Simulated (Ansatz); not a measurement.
NiMoIrPdW:

```
CELL_PARAMETERS angstrom
2.34460 -1.43138 0.00906
2.34460 1.43138 0.00906
-2.20600 0.00000 10.92374
ATOMIC_POSITIONS crystal
Ni 0.49838 0.49838 0.29525
Mo 0.31773 0.31773 0.91207
Pd 0.24733 0.24733 0.49061
Ir 0.74982 0.74982 0.10802
W 0.68673 0.68673 0.69406
```

The cell was built by a generator and needn't be a form met in nature.

```yaml
Program: Ansatz 0.2.0
Task: relaxation of cell and atoms
Functional: PBEsol
Potentials_or_basis: Ansatz PAW
Cutoff: "420 eV (not typed: the program's choice for these potentials)"
k_mesh: 8 × 8 × 2
Occupations: fermi-dirac, width 0.05 eV
Spin: collinear spin, ferromagnetic start
Starting_moments: "[1.0, 1.0, 0.0, 0.6, 0.0] μB"
```

At the start: volume 14.68 Å³/atom.

Problem. How do energy, volume and symmetry change on relaxing?

Solution. It ends after 6 steps and the volume is 14.14 Å³/atom (-3.7 %); space group Cm (No. 8, to 0.05 Å); moment 0.00 μB per cell.

Step by step:
| step | energy change (eV) | largest force (eV/Å) | volume (Å³) |
| --- | --- | --- | --- |
| 1 | 0.0000 | 0.1297 | 73.38 |
| 2 | -0.0837 | 0.0735 | 71.00 |
| 3 | -0.0861 | 0.0430 | 70.65 |
| 4 | -0.0863 | 0.0162 | 70.66 |
| 5 | -0.0863 | 0.0027 | 70.68 |
| 6 | -0.0854 | 0.0025 | 70.68 |

Final structure:
```yaml
crystal:
  lattice:
    - [2.32553, -1.40369, 0.01673]
    - [2.32553, 1.40369, 0.01673]
    - [-2.15189, 0.00000, 10.81079]
  atoms:
    - { symbol: Ni, position: [0.49789, 0.49789, 0.29576] }
    - { symbol: Mo, position: [0.32420, 0.32420, 0.91254] }
    - { symbol: Pd, position: [0.24557, 0.24557, 0.48976] }
    - { symbol: Ir, position: [0.75232, 0.75232, 0.10946] }
    - { symbol: W, position: [0.68001, 0.68001, 0.69249] }
```

Caveat: the plane-wave basis is chosen anew once the cell has moved, so the energies of steps on either side of that aren't comparable; the PAW data sets come from PBE, with cores solved anew for the run's functional, which leaves a small shift of forces and pressure; the starting moments weren't kept.
